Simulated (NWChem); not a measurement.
# SnH4 (SMILES [SnH4]): HF/jorge-TZP

What is the vertical ionisation energy of SnH4 at HF/jorge-TZP? 

Program for the calculation: NWChem 7.3.0.

2 further runs of the same task are left out: 1 that didn't finish, 1 set aside as unsound or not needed.

## 1. Starting point

The species is SnH4 (5 atoms), meant as a singlet with charge 0. As SMILES, `[SnH4]`. Geometry: relaxed at PBE0-D4/def2-TZVP.

Bond lengths: Sn1–H2 1.704 Å, Sn1–H3 1.704 Å, Sn1–H4 1.704 Å, Sn1–H5 1.704 Å. Angles: H2–Sn1–H3 109.5°, H2–Sn1–H4 109.5°, H2–Sn1–H5 109.5°, H3–Sn1–H4 109.5°, H3–Sn1–H5 109.5°, H4–Sn1–H5 109.5°.

## 2. The energy at HF/jorge-TZP

File h4sn.nw:

```
start h4sn
title "H4Sn"
memory total 2200 mb

geometry noautosym nocenter noautoz
Sn    0.000030    0.000010    0.000040
H     0.823920   -0.853480    1.222940
H    -1.563610    0.403420    0.543140
H    -0.116810   -0.974610   -1.392490
H     0.856470    1.424640   -0.373640
end

basis spherical bse
Sn library jorge-TZP
H library jorge-TZP
end

scf
singlet
rhf
thresh 1e-08
maxiter 80
noprint "final vectors analysis"
end

task scf
```

Run with:

```bash
nwchem h4sn.nw > h4sn.out
```

The log of the run:

```text
[...]
  functions       =   129
[...]
  wavefunction    = RHF
[...]
         Total SCF energy =  -6020.099130443598
      One-electron energy =  -8371.540393904763
      Two-electron energy =   2288.180146720650
 Nuclear repulsion energy =     63.261116740515
        Time for solution =     37.6s
[...]
```

It took 40 s on 1 thread of Intel Xeon 6975P-C (Granite Rapids), shared host; peak memory 0.12 GiB.

## 3. The doublet cation, same level

File a.nw:

```
start a
memory stack 880 mb heap 220 mb global 1100 mb
charge 1
geometry units angstrom noautosym nocenter noautoz
  Sn       0.000030       0.000010       0.000040
  H        0.823920      -0.853480       1.222940
  H       -1.563610       0.403420       0.543140
  H       -0.116810      -0.974610      -1.392490
  H        0.856470       1.424640      -0.373640
end
basis spherical bse
  * library jorge-TZP
end
scf
  doublet
  uhf
  thresh 1e-08
  maxiter 80
  print low
end
task scf
```

Run with:

```bash
nwchem a.nw > a.out
```

The log of the run:

```text
[...]
  functions       =   129
[...]
  wavefunction    = UHF
[...]
         Total SCF energy =  -6019.689505304507
      One electron energy =  -8356.625756296653
      Two electron energy =   2273.675134251631
 Nuclear repulsion energy =     63.261116740515
                       Sz =      0.5000
                 Sz(Sz+1) =      0.7500
                      S^2 =      0.7616
[...]
```

It took 4.3 min on 1 thread of Intel Xeon 6975P-C (Granite Rapids), shared host; peak memory 0.12 GiB.

## 4. Outcome

At HF/jorge-TZP:

| quantity | value |
| --- | --- |
| singlet SnH4: total energy | -6020.09913 Eh |
| singlet SnH4: dipole moment | 0.00 D |
| doublet cation: total energy | -6019.68951 Eh |
| doublet cation: ⟨S²⟩ | 0.762 |
| vertical ionisation energy (to the doublet cation) | 11.146 eV |

In words: Removing an electron at fixed nuclei costs 11.15 eV (257 kcal/mol).
